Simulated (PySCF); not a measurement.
# BBr2F (dibromofluoroborane): PBE0/cc-pVDZ

Aim: the vertical singlet–triplet gap of BBr2F (dibromofluoroborane) at PBE0/cc-pVDZ, from 2 runs. Input form: a Python script.

The calculation is run with PySCF 2.14.0.

2 further runs of the same task are left out: 2 set aside as unsound or not needed.

### Step 1. The structure to begin with

BBr2F has 4 atoms, charge 0, and is taken as a singlet. As SMILES, `FB(Br)Br`. The shape is that of a PBE0-D4/def2-TZVP optimisation.

Bond lengths: F1–B2 1.307 Å, B2–Br3 1.901 Å, B2–Br4 1.901 Å. Angles: F1–B2–Br3 119.1°, F1–B2–Br4 119.1°, Br3–B2–Br4 121.7°.

### Step 2. A single-point energy at PBE0/cc-pVDZ

calc.py

```python
# FB(Br)Br
from pyscf import gto, dft

mol = gto.Mole()
mol.atom = 'F 1.316550 0.465960 0.364370; B 0.123960 0.043770 0.034160; Br -0.483040 -1.629420 0.701450; Br -0.957470 1.119690 -1.099980'
mol.spin = 0
mol.max_memory = 1860
mol.verbose = 3
mol.basis = 'cc-pvdz'
mol.charge = 0
mol.build()

myscf = dft.RKS(mol)
myscf.xc = 'pbe0'
myscf.conv_tol = 1e-10
myscf.grids.level = 5
myscf.kernel()
if not myscf.converged:
    myscf = myscf.newton().run(myscf.mo_coeff, myscf.mo_occ)

etot = myscf.e_tot
print('E = %.10f Eh' % etot)
```

The run is started by

```sh
$ OMP_NUM_THREADS=1 python calc.py
```

The log of the run:

```text
converged SCF energy = -5272.36092346034
E = -5272.3609234603 Eh
```

Wall time 14 s (1 thread of Arm Neoverse V2, shared host); peak memory 0.44 GiB.

### Step 3. The triplet

run.py

```python
from pyscf import gto, dft

mol = gto.M(
    atom='''
F      2.487919     0.880537     0.688560
B      0.234250     0.082713     0.064553
Br    -0.912813    -3.079158     1.325548
Br    -1.809356     2.115907    -2.078661
''',
    basis='cc-pvdz',
    verbose=4,
    max_memory=1860,
    unit='bohr',
    spin=2,
)

mf = dft.UKS(mol)
mf.xc = 'pbe0'
mf.conv_tol = 1e-10
mf.grids.level = 5
mf.kernel()
if not mf.converged:
    mf = mf.newton().run(mf.mo_coeff, mf.mo_occ)

e_tot = mf.e_tot
print('Final energy', e_tot)
```

The run is started by

```sh
$ OMP_NUM_THREADS=1 python run.py
```

The log of the run:

```text
PySCF version 2.14.0

[INPUT] num. atoms = 4
[INPUT] num. electrons = 84
[INPUT] charge = 0
[INPUT] spin (= nelec alpha-beta = 2S) = 2
[INPUT] symmetry False subgroup None
[INPUT] Mole.unit = bohr
[INPUT] Symbol           X                Y                Z      unit          X                Y                Z       unit  Magmom
[INPUT]  1 F      1.316550037415   0.465960113772   0.364370260351 AA    2.487919000000   0.880537000000   0.688560000000 Bohr   0.0
[INPUT]  2 B      0.123959761658   0.043769834647   0.034159976497 AA    0.234250000000   0.082713000000   0.064553000000 Bohr   0.0
[INPUT]  3 Br    -0.483039837432  -1.629420242422   0.701449793581 AA   -0.912813000000  -3.079158000000   1.325548000000 Bohr   0.0
[INPUT]  4 Br    -0.957469961641   1.119689764826  -1.099980030428 AA   -1.809356000000   2.115907000000  -2.078661000000 Bohr   0.0

nuclear repulsion = 430.663018884335
number of shells = 22
number of NR pGTOs = 206
number of NR cGTOs = 82
basis = cc-pvdz
ecp = {}

[... 33 lines left out ...]
[... the frontier-level lines of each cycle are left out ...]
[... 5 lines left out ...]
[... 5 lines left out ...]
[... 5 lines left out ...]
[... 5 lines left out ...]
[... 5 lines left out ...]
[... 5 lines left out ...]
[... 5 lines left out ...]
[... 5 lines left out ...]

cycle= 9 E= -5272.14986519334  delta_E= -5.12e-07  |g|= 0.000213  |ddm|= 0.0019


cycle= 10 E= -5272.14986523397  delta_E= -4.06e-08  |g|= 0.00025  |ddm|= 0.000721


cycle= 11 E= -5272.14986531164  delta_E= -7.77e-08  |g|= 3.73e-05  |ddm|= 0.000607


cycle= 12 E= -5272.14986531592  delta_E= -4.28e-09  |g|= 9.19e-06  |ddm|= 0.00026


cycle= 13 E= -5272.14986531597  delta_E= -5e-11  |g|= 1.9e-06  |ddm|= 1.68e-05


Extra cycle  E= -5272.14986531598  delta_E= -5.46e-12  |g|= 1.06e-06  |ddm|= 5.07e-06
converged SCF energy = -5272.14986531598  <S^2> = 2.0069652  2S+1 = 3.0046399
Final energy -5272.149865315975
```

Run time: 31 s. Hardware: 1 thread of Arm Neoverse V2, shared host; peak memory 0.45 GiB.

### Step 4. Results

At PBE0/cc-pVDZ:

```
                                        quantity           value
                           singlet: total energy  -5272.36092 Eh
                          singlet: dipole moment          0.20 D
                            singlet: HOMO energy        -8.52 eV
                            singlet: LUMO energy        -1.15 eV
                          singlet: HOMO–LUMO gap         7.37 eV
                           triplet: total energy  -5272.14987 Eh
                          triplet: dipole moment          1.82 D
     triplet: HOMO energy (highest over α and β)        -2.86 eV
                                   triplet: ⟨S²⟩           2.007
vertical energy of the triplet above the singlet        5.743 eV
```

At this shape the triplet lies 5.74 eV (554 kJ/mol) above the singlet. Mulliken charges (triplet) run from -0.16 on B2 to +0.12 on Br3.
